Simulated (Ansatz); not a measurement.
Born–Oppenheimer molecular dynamics of a periodic cell of 20 atoms, NaLaMgTeO₆ (host NaLaMgTeO6, host structure Cm). It goes on from the last frame of an earlier run, with new velocities.

All numbers below come from DFT PBEsol, scalar-relativistic, plane waves, PAW in Ansatz 0.2.0. Settings: cutoff 420 eV, k mesh 2x2x1, fermi-dirac smearing 0.05 eV, no spin polarisation.

```json
{
  "ensemble": "NVE (velocity Verlet)",
  "time step": "1 fs",
  "steps asked": "310",
  "starting velocities drawn for": "650 K",
  "seed": "551363"
}
```

First frame:

```xyz
20
Lattice="1.6263 2.8539 4.6750 1.6263 -2.8539 4.6750 9.8839 0.0000 0.0000" Properties=species:S:1:pos:R:3
Na 9.948 0.294 3.418
La 6.631 0.047 1.099
Mg 9.881 0.005 -0.077
Te 3.353 -0.017 2.404
O 5.812 -1.302 6.360
O 2.355 1.056 3.649
O 2.349 -1.605 3.111
O 6.143 1.679 5.997
O 1.893 0.178 1.139
O 4.639 -0.281 3.912
Na 6.168 0.352 8.129
La 3.184 -0.139 5.767
Mg 6.549 0.019 4.637
Te 9.764 0.041 7.088
O 10.604 1.575 6.248
O 6.987 -1.724 3.468
O 7.473 1.250 3.279
O 10.966 -1.179 6.038
O 8.495 -0.085 5.647
O 11.319 0.078 8.415
```

Task: What does the run give?

Result: The run went to its last step.

```yaml
steps_done: 310
time_covered: 310 fs
mean_temperature_over_the_second_half: 493 K
spread_of_the_potential_energy_over_the_second_half: 11.3 meV per atom
mean_potential_energy_of_the_second_half_above_the_start: 19.3 meV per atom
```

The conserved energy stayed within 0.05 meV per atom of its start (net change 0.045 meV per atom), so the integration is sound. A run of 0.31 ps of so small a system gives no equilibrium averages. Limits of this set-up: coarse k mesh.

Task: What happens to the structure?

Result: Mean squared displacements from the first frame to the last, about the centre of mass: Na 0.11 Å², La 0.03 Å², Mg 0.05 Å², Te 0.01 Å², O 0.21 Å². Another seed would give other details.

Task: How do temperature and energy run in time?

Result: 
```csv
time (fs),T (K),potential energy less start (eV),conserved less start (meV/atom)
0.0,650,0.000,0.00
15.0,539,0.274,0.03
30.0,440,0.516,0.02
45.0,489,0.395,0.03
60.0,569,0.200,0.02
75.0,568,0.201,0.02
90.0,559,0.223,0.02
105.0,506,0.353,0.02
120.0,392,0.635,0.04
135.0,540,0.269,0.00
150.0,455,0.479,0.02
165.0,346,0.747,0.03
180.0,413,0.582,0.03
195.0,606,0.109,0.01
210.0,610,0.100,0.02
225.0,557,0.228,0.02
240.0,538,0.276,0.02
255.0,532,0.291,0.02
270.0,532,0.290,0.01
285.0,470,0.444,0.03
300.0,366,0.699,0.03
```

Run time: 17 min on 1 thread of Arm Neoverse V2, on a shared host, peak memory 0.69 GiB.
